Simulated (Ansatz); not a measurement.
Runs of Ansatz 0.2.0 on NbTe. Symmetry: P-6m2, No. 187, hexagonal system. Conventional cell: a = 3.703 Å, b = 3.703 Å, c = 3.694 Å, α = 90.00°, β = 90.00°, γ = 120.00°. Te (site symmetry -6m2) has 6 Nb at 2.83 Å as nearest neighbours. Around Nb (site symmetry -6m2) lie 6 Te at 2.83 Å. The cell comes from a database or a generator and needn't be the stable form of this composition.

| task | level | potentials or basis | spin | U | cell | k mesh | cutoff (eV) | smearing | gap on the mesh (eV) | pressure (GPa) |
| --- | --- | --- | --- | --- | --- | --- | --- | --- | --- | --- |
| single point | LDA+U | all-electron LAPW, relativistic spinors | SOC, no magnetisation | Nb d U = 4 eV | volume scaled by 1.04 | 6 × 6 × 5 | 226 | gaussian 0.05 eV | none | -9.7 |
| single point | PBEsol | all-electron LAPW, scalar-relativistic | off | - | as given | 8 × 8 × 7 | 233 | gaussian 0.05 eV | none | -5.3 |
| single point | PBEsol | all-electron LAPW, scalar-relativistic | off | - | as given | 8 × 8 × 7 | 233 | gaussian 0.1 eV | none | -5.3 |
| single point | RPBE | all-electron LAPW, scalar-relativistic | off | - | as given | 8 × 8 × 7 | 234 | gaussian 0.02 eV | none | (a) |
| density of states | LDA+U | all-electron LAPW, scalar-relativistic | off | Nb d U = 5.0 eV | as given | 8 × 8 × 7 | 233 | tetrahedron | none | -6.4 |

Alike in all rows: basis error allowed 0.001 eV/atom.

Estimate the missing entries.

(a) 1.5.

Caveats: U is the effective U less J, on atomic orbitals that reach past the spheres (some runs); U without spin polarisation on a metal has little footing (some runs); the U is typed as a test and isn't derived for this compound (some runs); the k mesh is thin for a metal, which can move the energy by tens of meV per atom (some runs); the program warned that the printed levels may be off, so bands, gaps and densities of states are rough (some runs); with tetrahedron occupations forces and stress needn't match the slope of the energy (some runs).

A k mesh can miss the band edges, and rows without SOC leave out spin-orbit coupling on Nb, Te.

A gap of «none» marks a metal or a gap under the smearing width.
